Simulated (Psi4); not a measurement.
**A workflow on SiN2H5OF (SMILES N[Si](N)(O)F)**

We compute a series of 17 runs (B3LYP-D3(BJ)/def2-SVP, UB3LYP-D3(BJ)/def2-SVP) of FH5N2OSi and its partners. 

Program for the calculation: Psi4 1.11.

### Step 1. The system as given

SiN2H5OF: 10 atoms, total charge 0, spin state singlet. SMILES: `N[Si](N)(O)F`. The coordinates come from a PBE0-D4/def2-TZVP relaxation. This is one conformer, not always the lowest.

Bond lengths: N1–Si2 1.685 Å, Si2–N3 1.695 Å, Si2–O4 1.637 Å, Si2–F5 1.605 Å, N1–H6 1.004 Å, N1–H7 1.005 Å, N3–H8 1.005 Å, N3–H9 1.005 Å, O4–H10 0.958 Å. Some angles: N1–Si2–N3 109.0°, N1–Si2–O4 103.8°, N1–Si2–F5 116.8°, N3–Si2–O4 119.6°, N3–Si2–F5 102.6°, O4–Si2–F5 105.7°, Si2–N1–H6 122.0°, Si2–N1–H7 121.9°, Si2–N3–H8 121.3°, Si2–N3–H9 121.7°.

### Step 2. A single-point energy at B3LYP-D3(BJ)/def2-SVP (density fitting) (run 1)

Contents of fh5n2osi.in:

```
memory 1600 mb

molecule molecule1 {
  0 1
  N     -0.415800     1.495400    -0.024800
  Si     0.063400    -0.096400    -0.298300
  N     -0.488700    -1.065100     0.977800
  O      1.671000     0.022600    -0.585100
  F     -0.553900    -0.827100    -1.586600
  H     -1.328300     1.723100     0.327300
  H      0.046600     2.272000    -0.464100
  H     -0.741200    -2.027100     0.831100
  H     -0.238900    -0.873700     1.932500
  H      2.068800    -0.674900    -1.106900
  symmetry c1
}

set {
  basis def2-SVP
}

result, w = energy('b3lyp-d3bj2b', return_wfn=True)
```

The run is started by

```sh
$ psi4 -i fh5n2osi.in -o fh5n2osi.out -n 1
```

fh5n2osi.out:

```text
[...]
  Running in c1 symmetry.
[...]
  Nuclear repulsion =  266.084717524050177
[...]
  Multiplicity = 1
[...]
  Nalpha       = 25
  Nbeta        = 25
[...]
    Number of basis functions: 99
[...]
   @DF-RKS iter   1:  -576.38541547587272   -3.86776e-03   1.21613e-02 DIIS/ADIIS
[...]
   @DF-RKS iter   9:  -576.96570778998944   -8.60484e-09   1.81921e-07 DIIS
[...]
  @DF-RKS Final Energy:  -576.96570778998944
   => Energetics <=
    Nuclear Repulsion Energy =            266.0847175240501770
    One-Electron Energy =               -1326.6575594592791276
    Two-Electron Energy =                 528.7847678968753371
    DFT Exchange-Correlation Energy =     -45.1656515876017366
    Empirical Dispersion Energy =          -0.0119821640340754
    VV10 Nonlocal Energy =                  0.0000000000000000
    Total Energy =                       -576.9657077899894375
[...]
 Multipole Moments:
 ------------------------------------------------------------------------------------
     Multipole            Electronic (a.u.)      Nuclear  (a.u.)        Total (a.u.)
 ------------------------------------------------------------------------------------
 L = 1.  Multiply by 2.5417464519 to convert [e a0] to [Debye]
 Dipole X            :         -0.1460101            0.1529633            0.0069532
 Dipole Y            :         -1.7522404            1.6250527           -0.1271877
 Dipole Z            :         -3.7726843            4.2022754            0.4295911
 Magnitude           :                                                    0.4480777
[...]
```

Run time: 8.7 s. Hardware: 1 thread of Intel Xeon Platinum 8488C (Sapphire Rapids), shared host; peak memory 0.73 GiB.

### Step 3. The distorted shape: the energy at B3LYP-D3(BJ)/def2-SVP (density fitting) (run 2)

Contents of input.in:

```
memory 1600 mb

molecule geom {
  0 1
  N     -0.508395     1.385796    -0.218044
  Si    -0.029195    -0.206004    -0.491544
  N     -0.581295    -1.174704     0.784556
  O      1.578405    -0.087004    -0.778344
  F     -0.553900    -0.827100    -1.586600
  H     -1.420895     1.613496     0.134056
  H     -0.045995     2.162396    -0.657344
  H     -0.833795    -2.136704     0.637856
  H     -0.331495    -0.983304     1.739256
  H      1.976205    -0.784504    -1.300144
  symmetry c1
}

set {
  basis def2-SVP
}

E, wfn = energy('b3lyp-d3bj', return_wfn=True)
print_variables()
```

The run is started by

```sh
$ psi4 -i input.in -o input.out -n 1
```

input.out:

```text
[...]
  Running in c1 symmetry.
[...]
  Nuclear repulsion =  276.847020684757410
[...]
  Multiplicity = 1
[...]
  Nalpha       = 25
  Nbeta        = 25
[...]
    Number of basis functions: 99
[...]
   @DF-RKS iter   1:  -576.28821478837938    3.46291e-01   1.24427e-02 DIIS/ADIIS
[...]
   @DF-RKS iter   9:  -576.89283194148641   -4.68526e-09   1.77331e-07 DIIS
[...]
  @DF-RKS Final Energy:  -576.89283194148641
   => Energetics <=
    Nuclear Repulsion Energy =            276.8470206847574104
    One-Electron Energy =               -1347.7905966326077305
    Two-Electron Energy =                 539.3406570251290759
    DFT Exchange-Correlation Energy =     -45.2777916302297641
    Empirical Dispersion Energy =          -0.0121213885353088
    VV10 Nonlocal Energy =                  0.0000000000000000
    Total Energy =                       -576.8928319414864063
[...]
 Multipole Moments:
 ------------------------------------------------------------------------------------
     Multipole            Electronic (a.u.)      Nuclear  (a.u.)        Total (a.u.)
 ------------------------------------------------------------------------------------
 L = 1.  Multiply by 2.5417464519 to convert [e a0] to [Debye]
 Dipole X            :         -0.1465186           -0.0033635           -0.1498821
 Dipole Y            :         -1.7505208            1.4400098           -0.3105110
 Dipole Z            :         -3.7903830            3.8760243            0.0856413
 Magnitude           :                                                    0.3552691
[...]
```

Wall time 8.7 s (1 thread of Intel Xeon Platinum 8488C (Sapphire Rapids), shared host); peak memory 0.73 GiB.

### Step 4. The distorted shape: the energy at B3LYP-D3(BJ)/def2-SVP (density fitting) (run 3)

Contents of job.in:

```
memory 1.6 GB

molecule {
  N     -0.61075003     3.03304067     0.31835271
  Si     0.29480672     0.02497462    -0.19848738
  N     -0.74851107    -1.80560308     2.21299212
  O      3.33273044     0.24985203    -0.74046084
  F     -1.04671930    -1.56299248    -2.99823947
  H     -2.33512512     3.46333130     0.98372528
  H      0.26305933     4.50060197    -0.51180397
  H     -1.22566692    -3.62351961     1.93576930
  H     -0.27645748    -1.44390950     4.01711366
  H      4.08446349    -1.06823194    -1.72651993
  units bohr
  symmetry c1
}

set basis def2-SVP

e, wfn = energy('b3lyp-d3bj', return_wfn=True)
print_variables()
```

The run is started by

```sh
$ psi4 -i job.in -o job.out -n 1
```

job.out:

```text
[...]
  Running in c1 symmetry.
[...]
  Nuclear repulsion =  257.543379097785817
[...]
  Multiplicity = 1
[...]
  Nalpha       = 25
  Nbeta        = 25
[...]
    Number of basis functions: 99
[...]
   @DF-RKS iter   1:  -576.37417718062147   -1.60242e-01   1.21139e-02 DIIS/ADIIS
[...]
   @DF-RKS iter   9:  -576.94848896988265   -1.22567e-08   3.51438e-07 DIIS
[...]
  @DF-RKS Final Energy:  -576.94848896988265
   => Energetics <=
    Nuclear Repulsion Energy =            257.5433790977858166
    One-Electron Energy =               -1309.6653928824061950
    Two-Electron Energy =                 520.2904639470210668
    DFT Exchange-Correlation Energy =     -45.1051187461774248
    Empirical Dispersion Energy =          -0.0118203861058592
    VV10 Nonlocal Energy =                  0.0000000000000000
    Total Energy =                       -576.9484889698826464
[...]
 Multipole Moments:
 ------------------------------------------------------------------------------------
     Multipole            Electronic (a.u.)      Nuclear  (a.u.)        Total (a.u.)
 ------------------------------------------------------------------------------------
 L = 1.  Multiply by 2.5417464519 to convert [e a0] to [Debye]
 Dipole X            :         -0.1361957            0.3093070            0.1731113
 Dipole Y            :         -1.7375066            1.8101159            0.0726093
 Dipole Z            :         -3.7383378            4.5285620            0.7902242
 Magnitude           :                                                    0.8122155
[...]
```

Run time: 8.4 s. Hardware: 1 thread of Intel Xeon Platinum 8488C (Sapphire Rapids), shared host; peak memory 0.71 GiB.

Runs 4 to 16 aren't shown in full; the table further down has their settings and results.

### Step 5. SiN2H5O: a structure relaxation at UB3LYP-D3(BJ)/def2-SVP (density fitting) (run 17)

Contents of input.dat:

```
memory 1.6 GB

molecule {
  0 2
  N     -0.78574812     2.82589645    -0.04686521
  Si     0.11980864    -0.18216960    -0.56370530
  N     -0.92350916    -2.01274730     1.84777420
  O      3.15773235     0.04270781    -1.10567876
  H     -2.51012321     3.25618709     0.61850736
  H      0.08806124     4.29345776    -0.87702189
  H     -1.40066500    -3.83066383     1.57055138
  H     -0.45145557    -1.65105372     3.65189574
  H      3.90946541    -1.27537616    -2.09173785
  units au
  symmetry c1
}

set {
  basis        def2-SVP
  reference    uks
  geom_maxiter 50
}

result, w = optimize("b3lyp-d3bj2b", return_wfn=True)
print_variables()
```

The run is started by

```sh
$ psi4 input.dat output.dat -n 1
```

output.dat:

```text
[...]
  Running in c1 symmetry.
[...]
  Nuclear repulsion =  177.181937377765820
[...]
  Multiplicity = 2
[...]
  Nalpha       = 21
  Nbeta        = 20
[...]
    Number of basis functions: 85
[...]
   @DF-UKS iter   1:  -476.48491512412943    9.14360e-02   1.39262e-02 ADIIS/DIIS
[...]
   @DF-UKS iter   9:  -477.07164209128672   -1.25056e-12   4.73591e-09 DIIS
[...]
   @S^2 Observed:                7.516953125E-01
[...]
  @DF-UKS Final Energy:  -477.07164209128672
   => Energetics <=
    Nuclear Repulsion Energy =            173.8002987942793141
    One-Electron Energy =               -1002.9511771389184105
    Two-Electron Energy =                 388.6724804118470047
    DFT Exchange-Correlation Energy =     -36.5823831677838882
    Empirical Dispersion Energy =          -0.0108609907107748
    VV10 Nonlocal Energy =                  0.0000000000000000
    Total Energy =                       -477.0716420912867193
[...]
  -Total Gradient:
     Atom            X                  Y                   Z
    ------   -----------------  -----------------  -----------------
       1        0.000020257731     0.000047570707    -0.000002488459
       2       -0.000007628860     0.000065076651    -0.000030867039
       3       -0.000041364891    -0.000024317812     0.000128050823
       4       -0.000045688698    -0.000086077508    -0.000093450502
       5        0.000039483681    -0.000037516563    -0.000002402438
       6       -0.000051253300    -0.000040238898     0.000025616947
       7       -0.000005307075     0.000007343420    -0.000020197199
       8        0.000001951589    -0.000041704919    -0.000081651521
       9        0.000020652181     0.000042940921     0.000036549938
[...]
```

On the terminal:

```text
Optimizer: Optimization complete!
```

It took 83 s on 1 thread of Intel Xeon Platinum 8488C (Sapphire Rapids), shared host; peak memory 0.67 GiB.

Steps, from the record of the run:

| step | energy from the first frame kept (eV) | largest force (eV/Å) |
| --- | --- | --- |
| 0 | 0.0000 | 1.8723 |
| 1 | -0.1054 | 0.4766 |
| 2 | -0.1147 | 0.1179 |
| 3 | -0.1188 | 0.0773 |
| 4 | -0.1211 | 0.0866 |
| 5 | -0.1215 | 0.0500 |
| 6 | -0.1217 | 0.0164 |
| 7 | -0.1217 | 0.0119 |
| 8 | -0.1218 | 0.0070 |

After the run. Bond lengths: N1–Si2 1.730 Å, Si2–N3 1.732 Å, Si2–O4 1.689 Å, N1–H5 1.015 Å, N1–H6 1.016 Å, N3–H7 1.014 Å, N3–H8 1.019 Å, O4–H9 0.965 Å. Angles: N1–Si2–N3 104.6°, N1–Si2–O4 101.9°, N3–Si2–O4 118.7°, Si2–N1–H5 119.2°, Si2–N1–H6 119.7°, Si2–N3–H7 121.3°, Si2–N3–H8 120.2°, Si2–O4–H9 114.2°, H5–N1–H6 111.7°, H7–N3–H8 111.8°.

### Step 6. The series

```
run                                     level  iteration cap      task        partner    energy (Eh)  dipole moment (D)  HOMO energy (eV)  LUMO energy (eV)  wall time
  1   B3LYP-D3(BJ)/def2-SVP (density fitting)              –    energy           base    -576.965708               1.14             -7.03              1.10      8.7 s
  2   B3LYP-D3(BJ)/def2-SVP (density fitting)              –    energy  Si2–F5 1.36 Å    -576.892832               0.90             -6.76              1.25      8.7 s
  3   B3LYP-D3(BJ)/def2-SVP (density fitting)              –    energy  Si2–F5 1.85 Å    -576.948489               2.06             -7.29              0.84      8.4 s
  4   B3LYP-D3(BJ)/def2-SVP (density fitting)              –    energy  Si2–F5 2.09 Å    -576.908728               3.13             -7.51              0.23        9 s
  5  UB3LYP-D3(BJ)/def2-SVP (density fitting)              –    energy  Si2–F5 2.09 Å    -576.908728               3.13             -7.51              0.23       15 s
  6   B3LYP-D3(BJ)/def2-SVP (density fitting)              –    energy  Si2–F5 2.41 Å    -576.856420               4.53             -7.06             -1.05      9.3 s
  7  UB3LYP-D3(BJ)/def2-SVP (density fitting)              –    energy  Si2–F5 2.41 Å    -576.856420               4.53             -7.06             -1.05       14 s
  8   B3LYP-D3(BJ)/def2-SVP (density fitting)              –    energy  Si2–F5 2.89 Å    -576.795089               6.37             -6.08             -2.46      9.3 s
  9  UB3LYP-D3(BJ)/def2-SVP (density fitting)              –    energy  Si2–F5 2.89 Å    -576.795115               6.28             -6.09             -2.47       21 s
 10   B3LYP-D3(BJ)/def2-SVP (density fitting)              –    energy  Si2–F5 3.53 Å    -576.742011               8.20             -5.54             -3.48       11 s
 11  UB3LYP-D3(BJ)/def2-SVP (density fitting)              –    energy  Si2–F5 3.53 Å    -576.752374               6.12             -5.43             -3.40       33 s
 12  UB3LYP-D3(BJ)/def2-SVP (density fitting)              –    energy  Si2–F5 4.81 Å  not converged                  –                 –                 –       13 s
 13  UB3LYP-D3(BJ)/def2-SVP (density fitting)            150    energy  Si2–F5 4.81 Å  not converged                  –                 –                 –       12 s
 14  UB3LYP-D3(BJ)/def2-SVP (density fitting)            100    energy  Si2–F5 4.81 Å  not converged                  –                 –                 –       30 s
 15  UB3LYP-D3(BJ)/def2-SVP (density fitting)              –    energy       fragment     -99.640478               0.00            -11.50             -6.75      3.3 s
 16  UB3LYP-D3(BJ)/def2-SVP (density fitting)              –    energy       fragment    -477.067167               0.74             -4.20             -1.11       10 s
 17  UB3LYP-D3(BJ)/def2-SVP (density fitting)              –  optimise       fragment    -477.071642               0.88             -4.71             -1.68       83 s
```

### Step 7. What came out

```
                                                                                                  quantity          value
                                                                  SiN2H5O, run 17: total energy at the end  -477.07164 Eh
                                                                            SiN2H5O, run 17: dipole moment         0.88 D
                                                       SiN2H5O, run 17: HOMO energy (highest over α and β)       -4.71 eV
                                                        SiN2H5O, run 17: LUMO energy (lowest over α and β)       -1.68 eV
                                                                        SiN2H5O, run 17: dispersion energy  -28.52 kJ/mol
                                                                                     SiN2H5O, run 17: ⟨S²⟩          0.752
interaction energy of the rigid parts F and SiN2H5O (parts in their own basis; closest atoms 1.60 Å apart)      -7.022 eV
                                        energy change with the Si2–F5 bond stretched from 1.605 to 2.086 Å       1.551 eV
                                        energy change with the Si2–F5 bond shortened from 1.605 to 1.364 Å       1.983 eV
                                        energy change with the Si2–F5 bond stretched from 1.605 to 1.845 Å       0.469 eV
                                        energy change with the Si2–F5 bond stretched from 1.605 to 3.530 Å       6.087 eV
                                        energy change with the Si2–F5 bond stretched from 1.605 to 2.407 Å       2.974 eV
                                        energy change with the Si2–F5 bond stretched from 1.605 to 2.888 Å       4.643 eV
```

What this shows: The interaction energy of the rigid parts F and SiN2H5O (parts in their own basis; closest atoms 1.60 Å apart) is −7.02 eV (−678 kJ/mol): the parts attract. Without counterpoise this holds the superposition error of the basis. With the Si2–F5 bond stretched from 1.605 to 2.086 Å the energy rises by 1.55 eV (150 kJ/mol). The first shape isn't relaxed at this level, so the change isn't measured from a minimum. With the Si2–F5 bond shortened from 1.605 to 1.364 Å the energy rises by 1.98 eV (46 kcal/mol). With the Si2–F5 bond stretched from 1.605 to 1.845 Å the energy rises by 0.47 eV (10.8 kcal/mol). With the Si2–F5 bond stretched from 1.605 to 3.530 Å the energy rises by 6.09 eV (140 kcal/mol). A restricted reference can't describe the breaking bond well at this length. With the Si2–F5 bond stretched from 1.605 to 2.407 Å the energy rises by 2.97 eV (287 kJ/mol). In runs 8, 10 a closed-shell determinant meets a far-stretched bond, which it describes badly. Spin contamination of the reference: run 11 ⟨S²⟩ = 0.48. All runs together took 5 min, the longest 83 s. 3 of the 17 runs did not end normally.
